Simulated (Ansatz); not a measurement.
# Cl4H4OPTa: the cost of one run

Method: RKS PBE/def2-SVP, in Ansatz 0.2.0.

## 1. The system as given

Bond lengths: Ta1–O2 2.370 Å, O2–H3 1.010 Å, Ta1–Cl4 2.470 Å, Ta1–Cl5 2.470 Å, Ta1–Cl6 2.470 Å, Ta1–Cl7 2.470 Å, Ta1–P8 2.820 Å, P8–H9 1.420 Å, P8–H10 1.420 Å. Angles (14 of 19 angles, heavy atoms first): O2–Ta1–Cl4 90.0°, O2–Ta1–Cl5 90.0°, O2–Ta1–Cl6 120.0°, O2–Ta1–Cl7 120.0°, O2–Ta1–P8 71.6°, Cl4–Ta1–Cl5 180.0°, Cl4–Ta1–Cl6 90.0°, Cl4–Ta1–Cl7 90.0°, Cl4–Ta1–P8 57.4°, Cl5–Ta1–Cl6 90.0°, Cl5–Ta1–Cl7 90.0°, Cl5–Ta1–P8 122.6°, Cl6–Ta1–Cl7 120.0°, Cl6–Ta1–P8 58.7°.

As a file:

```xyz
11

Ta    0.0000    0.0000    0.0000
O     2.3700    0.0000    0.0000
H     2.7071   -0.5308    0.7903
Cl    0.0000    0.0000    2.4700
Cl    0.0000    0.0000   -2.4700
Cl   -1.2350    2.1390    0.0000
Cl   -1.2350   -2.1390    0.0000
P     0.8892    2.2041    1.5178
H     1.2960    1.7607    2.8040
H     1.9873    2.8198    0.8610
H     2.1346    1.1145    0.7675
```

## 2. Pulling towards end A

Springs on the bonds that form and break draw the guess towards this end; the thresholds are loose.

Contents of input.yaml:

```yaml
crystal:
  periodic: [false, false, false]
  atoms:
    - { symbol: Ta, position_ang: [0.0, 0.0, 0.0] }
    - { symbol: O, position_ang: [2.37, 0.0, 0.0] }
    - { symbol: H, position_ang: [2.7071, -0.5308, 0.7903] }
    - { symbol: Cl, position_ang: [0.0, 0.0, 2.47] }
    - { symbol: Cl, position_ang: [0.0, 0.0, -2.47] }
    - { symbol: Cl, position_ang: [-1.235, 2.139, 0.0] }
    - { symbol: Cl, position_ang: [-1.235, -2.139, 0.0] }
    - { symbol: P, position_ang: [0.8892, 2.2041, 1.5178] }
    - { symbol: H, position_ang: [1.296, 1.7607, 2.804] }
    - { symbol: H, position_ang: [1.9873, 2.8198, 0.861] }
    - { symbol: H, position_ang: [2.1346, 1.1145, 0.7675] }
basis:
  gaussian: { orbitals: def2-SVP }
hamiltonian:
  xc: pbe
relax:
  f_tol: 0.15
  max_steps: 25
  restrain:
    - { distance: [0, 7], at: 3.72, k: 30.0 }
    - { distance: [10, 1], at: 2.21, k: 30.0 }
    - { distance: [0, 1], at: 2.02, k: 30.0 }
    - { distance: [10, 7], at: 1.42, k: 30.0 }
```

Started as:

```bash
ansatz run input.yaml --threads 4 --pin off --max-ram 5120MiB --backend cpu --events-out ev --progress --plain --runs-dir out
```

Q: Estimate wall time and peak memory on 4 threads of Arm Neoverse V2, shared host.

About 59 s, with a peak of 0.28 GiB.
